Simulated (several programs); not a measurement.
## What each method gives for KNaF2 (ordering on rocksalt)

An ordered 4-atom cell of KNaF2 on the rocksalt lattice (R-3m), relaxed with r2SCAN in Ansatz, was computed with several methods. It is trigonal, R-3m (No. 166); conventional cell a = 3.478 Å, c = 17.447 Å, 15.23 Å³ an atom. Na is surrounded by 6 F at 2.37 Å; K is surrounded by 6 F at 2.60 Å; F is surrounded by 3 Na at 2.37 Å and 3 K at 2.60 Å. The structure was generated, not taken from experiment, and needn't be the ground state; spin polarisation is off.

```
Na K F
1.0
     1.73914    1.00409    5.81551
    -1.73914    1.00409    5.81551
     0.00000   -2.00819    5.81551
Na K F
1 1 2
Direct
  0.00000 0.00000 0.00000
  0.50000 0.50000 0.50000
  0.26110 0.26110 0.26110
  0.73890 0.73890 0.73890
```

Gaps and times are for a single point on this cell; volume and bulk modulus come from each method's own relaxation or energy curve at fixed shape, which is too stiff where a cell has free coordinates or axes. Times are rough, from shared hosts (Arm Neoverse V1), and each method has its own mesh and cell size. A double dagger marks a value from a curve with shape and coordinates held. PM6 (MOPAC), PM7 (MOPAC), GFN1-xTB (tblite) treat a cluster of cells at its zone centre, which samples few k points: where these miss a band edge, the gap comes out too large for that reason alone. Gaps from k meshes are read at a limited set of points (mesh, symmetry points, PBE's band edges), so each method's own least gap may be somewhat smaller. Force fields have no electrons; where one was fitted to this phase, its volume and modulus reflect the fit. xTB and the PM methods were fitted mostly to molecules, and can miss a solid's gap by electronvolts. Minimal bases can be far off for gaps. Times of the plane-wave rungs are withheld (a dash), since they come from other jobs, hosts and meshes; the meshes of hybrids and Hartree-Fock don't converge their gaps to the digits shown. GLLB-SC's gap includes the derivative discontinuity. G0W0 is at finite bands, cutoff and mesh. d marks a direct gap, i an indirect one (no mark: not told apart), a dash a value that wasn't computed or didn't pass its checks.

| method | kind | gap (eV) | own volume (Å³/atom) | bulk modulus (GPa) | atoms computed | processor time |
| --- | --- | --- | --- | --- | --- | --- |
| ffield.eim (LAMMPS) | force field | – | – | – | 4 | 0.18 s |
| light PBE (260 eV, its own mesh) | light plane-wave | 6.18 d | – | – | 4 | 1.5 s |
| PM7 (MOPAC) | semi-empirical | 14.03 | – | – | cluster | 4.3 s |
| PM6 (MOPAC) | semi-empirical | 13.71 | – | – | cluster | 4.5 s |
| PBE | semilocal | 6.25 d | 16.26 | 36‡ | 4 | – |
| GFN1-xTB (tblite) | tight binding | 3.74 | – | – | cluster | 6.5 s |
| r2SCAN | semilocal | 6.98 d | 15.23 | 44‡ | 4 | – |
| PBE/SZV (CP2K) | small basis | 3.89 d | – | – | 4 | 67 s |
| PBE/DZVP (CP2K) | small basis | 6.32 d | – | – | 4 | 110 s |
| GLLB-SC (GPAW) | model potential | 12.20 | – | – | 4 | 2.5 min |
| PBE/single zeta (GPAW) | small basis | 5.49 d | – | – | 4 | 2.9 min |
| PBE0 | hybrid | 9.09 d | – | – | 4 | – |
| HSE06 | hybrid | 8.32 d | – | – | 4 | – |
| G0W0@r2SCAN (140 eV screening cutoff) | many-body | 10.29 | – | – | 4 | – |
| G0W0@HSE06 (140 eV screening cutoff) | many-body | 10.86 | – | – | 4 | – |
| G0W0@PBE (210 eV screening cutoff) | many-body | 10.05 | – | – | 4 | – |

Against HSE06 (8.32 eV) the nearest gap at the points sampled is that of PBE0 (+0.77 eV) and the farthest that of PM7 (MOPAC) (+5.71 eV). HSE06 is only a yardstick of convenience: for gaps this wide it usually falls short of measured ones, so a larger value can be the better one.

Runs without a result: GFN2-xTB (tblite) (single point).
